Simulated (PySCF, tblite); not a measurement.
# C7H13BO2: geometry, infrared bands and NMR shifts

Aim: predict the infrared bands and NMR shifts of C7H13BO2 (`C=C1CCC(B(O)O)CC1`).

Computed with tblite 0.8.0 and PySCF 2.14.0, with density-fitted response routines of our own, on a single molecule in the gas phase. Atoms count from 0, in the outputs and in this text.

### Step 1. The molecule as given

23 atoms, charge 0, multiplicity 1; geometry from: force field or distance geometry start.

Bonds of the start (Å): C0–C1 1.33, C1–C2 1.53, C2–C3 1.52, C3–C4 1.53, C4–B5 1.60, B5–O6 1.47, B5–O7 1.46, C4–C8 1.54, C8–C9 1.54, C9–C1 1.50, C0–H10 1.09, C0–H11 1.09, C2–H12 1.12, C2–H13 1.11, C3–H14 1.11, C3–H15 1.13, C4–H16 1.12, O6–H17 0.98, O7–H18 0.99, C8–H19 1.11, C8–H20 1.11, C9–H21 1.11, C9–H22 1.10.

### Step 2. Geometry optimisation with GFN2-xTB

What the job is given:

```
{"job": {"kind": "relax", "xc": "GFN2-xTB", "basis": "xTB"}, "charge": 0, "multiplicity": 1}
C     -3.099900    -0.595200    -0.172400
C     -1.877100    -0.119700     0.045300
C     -1.182000    -0.361900     1.386400
C      0.291700    -0.680800     1.170000
C      0.978900     0.357900     0.289200
B      2.530200     0.012100     0.100300
O      3.551000     0.958500     0.562500
O      2.950100    -1.247700    -0.500000
C      0.286700     0.432900    -1.088800
C     -1.206100     0.792900    -0.935200
H     -3.630500    -0.375200    -1.101400
H     -3.623600    -1.204000     0.569700
H     -1.290000     0.562800     2.010000
H     -1.665100    -1.195300     1.936500
H      0.374300    -1.690800     0.722100
H      0.786900    -0.718700     2.185500
H      0.914900     1.358100     0.778300
H      3.723900     1.533000    -0.215000
H      3.020800    -1.050300    -1.465500
H      0.370100    -0.539300    -1.611300
H      0.768600     1.216300    -1.717100
H     -1.297100     1.844000    -0.578200
H     -1.681200     0.737500    -1.925600
```

On the command line:

```sh
$ OMP_NUM_THREADS=1 python probes_run.py task.json out
```

The driver reads the jobs from task.json and runs them one after another.

Log:

```text
step      E/eV     max force
  0    -843.61747    2.606
  1    -843.90201    1.527
  2    -844.00880    0.872
  3    -844.03375    0.654
  4    -844.06361    0.422
  5    -844.07827    0.375
  6    -844.11076    0.558
  7    -844.15196    0.686
  8    -844.20108    0.820
  9    -844.27418    0.924
 10    -844.36688    0.762
 11    -844.45546    1.248
 12    -844.47460    2.022
 13    -844.56750    1.658
 14    -844.61137    0.991
 15    -844.71275    0.652
 16    -844.76539    0.554
 17    -844.82688    0.697
 18    -844.87602    0.412
 19    -844.90871    0.369
 20    -844.94022    0.376
 21    -844.96946    0.473
 22    -844.99680    0.538
 23    -845.01939    0.532
 24    -845.03758    0.284
 25    -845.04934    0.334
 26    -845.05706    0.165
 27    -845.06141    0.148
 28    -845.06444    0.133
 29    -845.06735    0.113
 30    -845.07011    0.128
 31    -845.07284    0.103
 32    -845.07555    0.152
 33    -845.07821    0.156
 34    -845.08084    0.128
 35    -845.08380    0.114
 36    -845.08752    0.155
 37    -845.09188    0.165
 38    -845.09605    0.125
 39    -845.09956    0.127
 40    -845.10284    0.134
 41    -845.10620    0.108
 42    -845.10931    0.097
 43    -845.11166    0.090
 44    -845.11341    0.082
 45    -845.11506    0.086
 46    -845.11684    0.084
 47    -845.11836    0.067
 48    -845.11939    0.058
 49    -845.12015    0.072
 50    -845.12095    0.069
 51    -845.12183    0.070
 52    -845.12260    0.043
 53    -845.12303    0.043
 54    -845.12335    0.039
 55    -845.12367    0.032
 56    -845.12392    0.027
 57    -845.12409    0.025
 58    -845.12423    0.028
 59    -845.12439    0.026
 60    -845.12456    0.027
 61    -845.12472    0.025
 62    -845.12487    0.027
 63    -845.12506    0.034
 64    -845.12527    0.029
 65    -845.12546    0.028
 66    -845.12562    0.030
 67    -845.12575    0.030
 68    -845.12587    0.024
 69    -845.12599    0.027
 70    -845.12609    0.022
 71    -845.12620    0.027
 72    -845.12632    0.031
 73    -845.12644    0.028
 74    -845.12657    0.025
 75    -845.12671    0.026
 76    -845.12690    0.037
 77    -845.12712    0.034
 78    -845.12733    0.034
 79    -845.12752    0.032
 80    -845.12771    0.035
 81    -845.12790    0.036
 82    -845.12809    0.029
 83    -845.12823    0.027
 84    -845.12833    0.022
 85    -845.12842    0.023
 86    -845.12849    0.021
 87    -845.12855    0.017
 88    -845.12859    0.015
 89    -845.12864    0.017
 90    -845.12869    0.019
 91    -845.12874    0.019
 92    -845.12879    0.014
 93    -845.12883    0.015
 94    -845.12888    0.017
 95    -845.12894    0.016
 96    -845.12899    0.016
 97    -845.12904    0.015
 98    -845.12908    0.015
 99    -845.12912    0.015
100    -845.12916    0.013
101    -845.12920    0.015
102    -845.12924    0.016
103    -845.12928    0.016
104    -845.12934    0.015
105    -845.12939    0.018
106    -845.12945    0.018
107    -845.12950    0.017
108    -845.12954    0.014
109    -845.12956    0.016
110    -845.12958    0.014
111    -845.12958    0.009
```

Wall time 0.86 s (1 thread of Intel Xeon Platinum 8488C, shared host).

Step by step: (not every step is listed)

| step | energy from step 0 (eV) | largest force (eV/Å) |
| --- | --- | --- |
| 0 | 0.0000 | 2.6061 |
| 1 | -0.2845 | 1.5271 |
| 2 | -0.3913 | 0.8724 |
| 3 | -0.4163 | 0.6537 |
| 4 | -0.4461 | 0.4218 |
| 5 | -0.4608 | 0.3751 |
| 6 | -0.4933 | 0.5584 |
| 7 | -0.5345 | 0.6858 |
| 8 | -0.5836 | 0.8201 |
| 17 | -1.2094 | 0.6974 |
| 26 | -1.4396 | 0.1655 |
| 35 | -1.4663 | 0.1141 |
| 44 | -1.4959 | 0.0818 |
| 53 | -1.5056 | 0.0427 |
| 62 | -1.5074 | 0.0268 |
| 71 | -1.5087 | 0.0275 |
| 80 | -1.5102 | 0.0352 |
| 89 | -1.5112 | 0.0171 |
| 98 | -1.5116 | 0.0153 |
| 106 | -1.5120 | 0.0181 |
| 107 | -1.5120 | 0.0166 |
| 108 | -1.5121 | 0.0140 |
| 109 | -1.5121 | 0.0157 |
| 110 | -1.5121 | 0.0142 |
| 111 | -1.5121 | 0.0086 |

Distances of close pairs at the start and the end, largest changes first:

| bond | before (Å) | after (Å) | change (Å) |
| --- | --- | --- | --- |
| B5–O6 | 1.467 | 1.355 | -0.112 |
| B5–O7 | 1.457 | 1.354 | -0.103 |
| C3–H15 | 1.130 | 1.092 | -0.038 |
| C1–C2 | 1.530 | 1.499 | -0.031 |
| O7–H18 | 0.988 | 0.958 | -0.030 |
| C2–H12 | 1.121 | 1.094 | -0.027 |
| O6–H17 | 0.982 | 0.959 | -0.023 |
| C8–H20 | 1.114 | 1.092 | -0.022 |

The next job starts from the end point, and lists it.

### Step 3. Harmonic vibrations with GFN2-xTB

What the job is given:

```
{"job": {"kind": "ir", "xc": "GFN2-xTB", "basis": "xTB"}, "charge": 0, "multiplicity": 1}
C     -3.015548    -0.814820    -0.208321
C     -1.948081    -0.099015     0.102634
C     -1.194956    -0.261626     1.388482
C      0.266820    -0.612245     1.097659
C      0.921768     0.447886     0.203502
B      2.457545     0.097523    -0.100743
O      3.394945     1.030288     0.192760
O      2.751618    -1.107516    -0.644075
C      0.118236     0.563753    -1.099342
C     -1.344105     0.918871    -0.817317
H     -3.531025    -0.690797    -1.146340
H     -3.424892    -1.549778     0.464966
H     -1.228518     0.678387     1.947174
H     -1.651512    -1.039576     2.003150
H      0.316611    -1.578838     0.593362
H      0.817682    -0.694137     2.037101
H      0.869327     1.411426     0.720764
H      4.309975     0.817830    -0.000168
H      3.673027    -1.298921    -0.825783
H      0.162793    -0.390559    -1.627402
H      0.563414     1.326894    -1.741170
H     -1.385739     1.903777    -0.342854
H     -1.904136     0.968176    -1.753012
```

Log:

```text
mode    cm-1     km/mol
  1       9.8      0.31
  2      64.5      1.03
  3     126.6      4.54
  4     144.0      2.21
  5     193.4      1.75
  6     248.9      2.62
  7     294.9      4.75
  8     393.1      0.40
  9     404.4      4.72
 10     425.4      0.13
 11     456.3      6.40
 12     504.8     20.65
 13     535.9     11.44
 14     552.1     62.34
 15     616.5    304.99
 16     633.0      2.50
 17     717.1      1.15
 18     790.3      5.25
 19     821.3      1.19
 20     822.3     10.86
 21     891.5     22.32
 22     919.9    127.00
 23     923.8    126.07
 24     931.2      1.76
 25     962.4     45.68
 26     974.3      2.60
 27     984.9      3.61
 28    1017.6      0.06
 29    1066.7      5.82
 30    1092.5      1.38
 31    1096.9      0.08
 32    1130.7      0.05
 33    1160.6     29.37
 34    1193.0      5.79
 35    1221.6    103.46
 36    1237.5     38.10
 37    1266.2    220.76
 38    1277.9      3.97
 39    1286.3      9.31
 40    1291.5    244.19
 41    1320.1      2.39
 42    1326.6      2.91
 43    1346.7      4.95
 44    1350.4     56.68
 45    1425.9      1.31
 46    1472.2      0.12
 47    1484.5      1.14
 48    1486.5      0.30
 49    1496.3      0.11
 50    1736.3     30.07
 51    2941.7     13.86
 52    2943.3      1.09
 53    2948.3     72.40
 54    2966.2     47.09
 55    2969.9     93.63
 56    2980.5     56.35
 57    2981.6     32.61
 58    2988.4     80.32
 59    2991.8     80.37
 60    3094.4     31.88
 61    3115.7     59.93
 62    3582.9      3.22
 63    3591.8      1.27
```

It took 1 s on 1 thread of Intel Xeon Platinum 8488C, shared host.

The strongest bands and the atoms that carry them (share of the mass-weighted mode):

| cm⁻¹ | km/mol | atoms |
| --- | --- | --- |
| 616 | 305.0 | B5 47 %, H17 18 %, H18 14 %, O6 10 % |
| 920 | 127.0 | H17 23 %, H18 20 %, C4 13 % |
| 924 | 126.1 | H18 26 %, H17 19 % |
| 1222 | 103.5 | B5 24 %, H16 11 % |
| 1266 | 220.8 | B5 59 %, O7 11 % |
| 1292 | 244.2 | B5 35 %, H16 24 % |
| 2970 | 93.6 | H20 46 %, H15 36 % |
| 2992 | 80.4 | H14 71 % |

### Step 4. NMR shieldings: PBE0/pcSseg-1

Same as in step 3 but for these lines:

```diff
@@ -1,2 +1,2 @@
-{"job": {"kind": "ir", "xc": "GFN2-xTB", "basis": "xTB"}, "charge": 0, "multiplicity": 1}
+{"job": {"kind": "nmr", "xc": "PBE0", "basis": "pcSseg-1"}, "charge": 0, "multiplicity": 1}
 C     -3.015548    -0.814820    -0.208321
```

Level: GIAO PBE0/pcSseg-1 NMR shielding, non-relativistic, gas phase.

Log:

```text
coarse grid: 18920 points
cycle   1  E = -449.1446955826  dE =  1.425e+00  |g| = 9.260e-01  |ddm| = 4.277e+00
cycle   2  E = -449.0480394376  dE =  9.666e-02  |g| = 1.200e+00  |ddm| = 1.591e+00
cycle   3  E = -449.3138331394  dE = -2.658e-01  |g| = 8.006e-02  |ddm| = 9.167e-01
cycle   4  E = -449.3149064814  dE = -1.073e-03  |g| = 3.423e-02  |ddm| = 8.207e-02
cycle   5  E = -449.3151528443  dE = -2.464e-04  |g| = 1.211e-02  |ddm| = 3.304e-02
cycle   6  E = -449.3151852001  dE = -3.236e-05  |g| = 4.212e-03  |ddm| = 1.252e-02
cycle   7  E = -449.3151894685  dE = -4.268e-06  |g| = 7.711e-04  |ddm| = 4.531e-03
final grid: 181920 points
cycle   8  E = -449.3956915433  dE = -6.968e-05  |g| = 1.153e-02  |ddm| = 3.962e-02
cycle   9  E = -449.3956679400  dE =  2.360e-05  |g| = 1.558e-02  |ddm| = 2.289e-02
cycle  10  E = -449.3957223597  dE = -5.442e-05  |g| = 1.785e-03  |ddm| = 1.361e-02
cycle  11  E = -449.3957230775  dE = -7.177e-07  |g| = 4.546e-04  |ddm| = 1.747e-03
cycle  12  E = -449.3957231248  dE = -4.729e-08  |g| = 1.456e-04  |ddm| = 4.432e-04
cycle  13  E = -449.3957231292  dE = -4.443e-09  |g| = 3.926e-05  |ddm| = 1.459e-04
cycle  14  E = -449.3957231295  dE = -3.118e-10  |g| = 7.011e-06  |ddm| = 4.234e-05
converged SCF energy = -449.3957231295

GIAO shielding tensors (ppm)
atom      isotropic    diamagn.    paramagn.     s11        s22        s33       span
  0 C       74.967     249.513    -174.546    -22.292    105.756    141.436    163.728
  1 C       27.794     261.589    -233.795    -96.807     13.595    166.593    263.400
  2 C      146.214     245.493     -99.279    142.160    142.914    153.568     11.408
  3 C      152.127     247.985     -95.858    144.811    152.195    159.375     14.564
  4 C      156.013     253.658     -97.644    148.735    150.593    168.712     19.977
  5 B       71.839     195.501    -123.662     52.916     69.836     92.766     39.851
  6 O      214.357     381.834    -167.477    132.564    247.904    262.603    130.038
  7 O      219.512     386.510    -166.998    133.994    260.125    264.418    130.424
  8 C      151.942     248.138     -96.196    144.879    151.709    159.239     14.361
  9 C      146.061     245.503     -99.442    142.206    142.744    153.233     11.027
 10 H       26.784      30.211      -3.426     23.675     25.289     31.389      7.714
 11 H       26.778      30.175      -3.397     23.672     25.284     31.378      7.707
 12 H       29.707      30.120      -0.413     26.681     27.723     34.718      8.037
 13 H       29.401      31.323      -1.921     25.252     28.040     34.911      9.660
 14 H       30.270      32.425      -2.155     25.763     30.548     34.499      8.736
 15 H       30.020      31.402      -1.382     24.606     29.511     35.943     11.337
 16 H       30.776      34.040      -3.264     27.827     29.457     35.045      7.219
 17 H       28.399      28.608      -0.209     22.810     23.136     39.250     16.439
 18 H       28.541      29.517      -0.976     22.957     23.243     39.422     16.466
 19 H       30.335      32.502      -2.167     25.907     30.558     34.539      8.632
 20 H       29.991      31.478      -1.487     24.530     29.574     35.867     11.337
 21 H       29.695      30.158      -0.463     26.650     27.728     34.706      8.056
 22 H       29.400      31.378      -1.977     25.252     28.041     34.908      9.655
```

Wall time 58 s (1 thread of Intel Xeon Platinum 8488C, shared host); peak memory 1.1 GiB.

The references, computed at this level on geometries of the same kind, shield at (ppm): 1H TMS 31.72, 13C TMS 186.9, 17O H2O 336.1, 11B BF3·OEt2 100.1. Their shielding less the atom's gives the shift. The references are single molecules in the gas phase, so shifts against H2O, NH3, PH3, H3PO4 or CFCl3 are not on the usual liquid scales and can be off by tens of ppm. Atoms listed in one row are averaged.

| atoms | environment | σ (ppm) | δ (ppm) | δ scaled to CDCl3 |
| --- | --- | --- | --- | --- |
| C1 | fully substituted alkene carbon | 27.8 | 159.1 | 153.4 |
| C0 | terminal =CH2 carbon | 75.0 | 112.0 | 107.4 |
| C2, C9 | allylic sp3 CH2 | 146.1 | 40.8 | 37.9 |
| C3, C8 | sp3 CH2 in a ring | 152.0 | 34.9 | 32.1 |
| C4 | sp3 CH bonded to B | 156.0 | 30.9 | 28.3 |
| H10, H11 | hydrogen on a terminal =CH2 carbon | 26.78 | 4.94 | 4.76 |
| H17, H18 | hydrogen on an oxygen bonded to B | 28.47 | 3.25 | – |
| H13, H22 | hydrogen on an allylic sp3 CH2 | 29.40 | 2.32 | 2.29 |
| H12, H21 | hydrogen on an allylic sp3 CH2 | 29.70 | 2.02 | 2.01 |
| H15, H20 | hydrogen on an sp3 CH2 in a ring | 30.01 | 1.71 | 1.72 |
| H14, H19 | hydrogen on an sp3 CH2 in a ring | 30.30 | 1.41 | 1.44 |
| H16 | hydrogen on an sp3 CH bonded to B | 30.78 | 0.94 | 0.99 |
| B5 | boron bonded to C, 2 O | 71.8 | 28.2 | – |
| O6, O7 | oxygen bonded to B, H | 216.9 | 119.1 | – |

The scaled column applies a straight-line fit of computed shieldings to shifts measured in CDCl3 (root-mean-square error 0.16 ppm for H, 1.9 ppm for C).

The run also stored atomic charges by several schemes (e):

| atoms | Mulliken | IAO | Hirshfeld | ESP fit |
| --- | --- | --- | --- | --- |
| C0 | -0.07 | -0.35 | -0.13 | -0.63 |
| C1 | -0.46 | 0.03 | 0.02 | 0.22 |
| C2, C9 | -0.05 | -0.26 | -0.07 | -0.27 |
| C3, C8 | -0.19 | -0.24 | -0.07 | -0.01 |
| C4 | -0.47 | -0.26 | -0.10 | 0.22 |
| B5 | 0.58 | 0.51 | 0.25 | 0.48 |
| O6, O7 | -0.40 | -0.54 | -0.25 | -0.73 |

Mayer bond orders: C0–C1 2.01, C1–C2 1.02, C2–C3 1.02, C3–C4 1.02, C4–B5 0.87, B5–O6 1.27, B5–O7 1.25, C4–C8 1.02, C8–C9 1.02, C9–C1 1.02.

Ring of atoms C1, C2, C3, C4, C8, C9: NICS(0) -1.9, NICS(1) -2.3, NICS(1)zz 2.9 ppm (means of both faces).

The fields below are evaluated on a grid from the run's orbitals.

Frontier orbitals at PBE0/pcSseg-1, with the share of their density that lies nearest to each atom:

| orbital | energy (eV) | lies on |
| --- | --- | --- |
| HOMO | -6.79 | C0 37 %; C1 27 % |
| LUMO | 0.56 | H17, H18 about 27 % each; O6, O7 about 7 % each |

ELF in a plane through or near 10 of the atoms.

Ten even steps from '0' (0.00) to '9' (1.00):
```
0000000000000000000000000000
0000000000000000000000000000
0000000000000000000000000000
0000000000058400375000000000
0000000000799910999300000000
0000000000699922999300000000
0000000100179777697000000000
0000012431025188252011000000
0001664662558677794333100000
0006997760963711723875200000
0004886741953711724875200000
0000232442658667794233100000
0000000111025268152012100000
0000000000069567798000000000
0000000000599921999300000000
0000000000599910999300000000
0000000000047400375000000000
0000000000000000000000000000
0000000000000000000000000000
0000000000000000000000000000
```
The map spans 13.9 Å across and 9.5 Å up, centred on the molecule. Atoms in the plane (x, y in Å): C1 (2.0, 0.0), C3 (-0.2, -1.3), C4 (-0.9, 0.0), B5 (-2.5, 0.0), C8 (-0.2, 1.2), C9 (1.2, 1.3), H13 (1.8, -2.1), H15 (-0.7, -2.1), H20 (-0.7, 2.1), H22 (1.8, 2.1).

On the surface of density 0.002 e/bohr³ the electrostatic potential runs, from the 1st to the 99th percentile, from -1.29 V near O6 to 2.75 V near H18.

### Step 5. Results

```
                                                               quantity                                         value
                              strongest single infrared mode (GFN2-xTB)                          616 cm⁻¹, 305 km/mol
                                           zero-point energy (GFN2-xTB)                                121.8 kcal/mol
13C shifts against TMS (PBE0/pcSseg-1, means over atoms taken as alike)            159.1, 112.0, 40.8, 34.9, 30.9 ppm
 1H shifts against TMS (PBE0/pcSseg-1, means over atoms taken as alike)  4.94, 3.25, 2.32, 2.02, 1.71, 1.41, 0.94 ppm
                            11B shifts against BF3·OEt2 (PBE0/pcSseg-1)                                      28.2 ppm
17O shifts against H2O (PBE0/pcSseg-1, means over atoms taken as alike)                                     119.1 ppm
                                  surface potential, 1st and 99th percentile                            -1.29 V and 2.75 V
```

**Reading.** Over 111 steps the energy fell by 1.512 eV; of the close pairs, B5–O6 changed most, 1.467 to 1.355 Å. No mode is imaginary among the 63: a minimum at this level. The strongest single mode, at 616 cm⁻¹, is spread over several atoms, B5, H17, H18, O6 among them. Unscaled tight-binding wavenumbers are off by several per cent, some by more. Its intensities can rank the bands wrongly. C1 (fully substituted alkene carbon) lies farthest downfield among carbon, at 159.1 ppm; as expected for a trigonal carbon in a double bond. The most deshielded hydrogen is H10, H11 (mean) (hydrogen on a terminal =CH2 carbon), at 4.94 ppm: a vinylic proton, deshielded by the sp2 carbon and the C=C anisotropy. At PBE0/pcSseg-1: Shielding is most anisotropic at C1 (span 263 ppm, paramagnetic term -234 ppm).
